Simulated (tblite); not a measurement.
# Ge16H24: the cost of one run

Programs: tblite 0.8.0 and PySCF 2.14.0, with routines of our own; each step states its level. All values are computed. Atoms count from 0.

### Step 1. The starting structure

40 atoms, charge 0, multiplicity 1; geometry from: force field, distance geometry or constructed start.

### Step 2. Geometry optimisation with GFN2-xTB

Job settings and geometry (Å):

```
{"job": {"kind": "relax", "xc": "GFN2-xTB", "basis": "xTB"}, "charge": 0, "multiplicity": 1}
Ge    -0.495200    -1.156700     3.673400
Ge    -0.503300    -1.152300    -0.415200
Ge    -0.494900    -1.157200    -2.857300
Ge    -2.501200    -2.305500     2.852100
Ge    -2.501500    -2.311100     0.411700
Ge    -0.503400     1.154400    -3.677600
Ge    -2.500400     2.311600    -0.411600
Ge    -0.496700     1.157600     2.859800
Ge    -2.497800     2.307800    -2.858700
Ge    -0.502900     1.154100     0.409900
Ge     3.498600    -1.156100    -0.410400
Ge     1.497800    -2.311900     2.858300
Ge     1.496900    -2.309200     0.413300
Ge     1.502500     2.309300    -0.411000
Ge     1.498100     2.315000    -2.858100
Ge     3.498800     1.155500     0.414600
H     -0.499700    -1.153000     5.205900
H     -1.750400    -1.879600    -3.369300
H      0.748500    -1.874400    -3.365800
H     -3.746900    -1.587700     3.371000
H     -2.502800    -3.748600     3.369800
H     -3.750600    -1.587100    -0.101900
H     -2.497100    -3.747800    -0.095100
H     -0.504300     1.150600    -5.206500
H     -2.500000     3.755000     0.102600
H     -3.755800     1.587700     0.104200
H     -1.748600     1.878500     3.367600
H      0.748500     1.876800     3.369500
H     -2.499900     3.752800    -3.370300
H     -3.748600     1.589000    -3.364900
H      3.504300    -1.154300    -1.939400
H      4.748000    -1.874900     0.101900
H      2.748500    -1.588500     3.366400
H      1.502400    -3.753700     3.372000
H      1.501500    -3.750600    -0.105000
H      1.500800     3.754600     0.098800
H      1.499500     3.752500    -3.372400
H      2.750400     1.591100    -3.370900
H      4.751000     1.872300    -0.101800
H      3.495900     1.158300     1.939500
```

Command:

```sh
$ OMP_NUM_THREADS=2 python large_run.py task.json out
```

The driver reads the jobs from task.json and runs them one after another.

**Question.** How long does this first job take on 2 threads of Arm Neoverse N1, shared host, and how much memory does it need?

About 4 s, with a peak of 0.16 GiB.
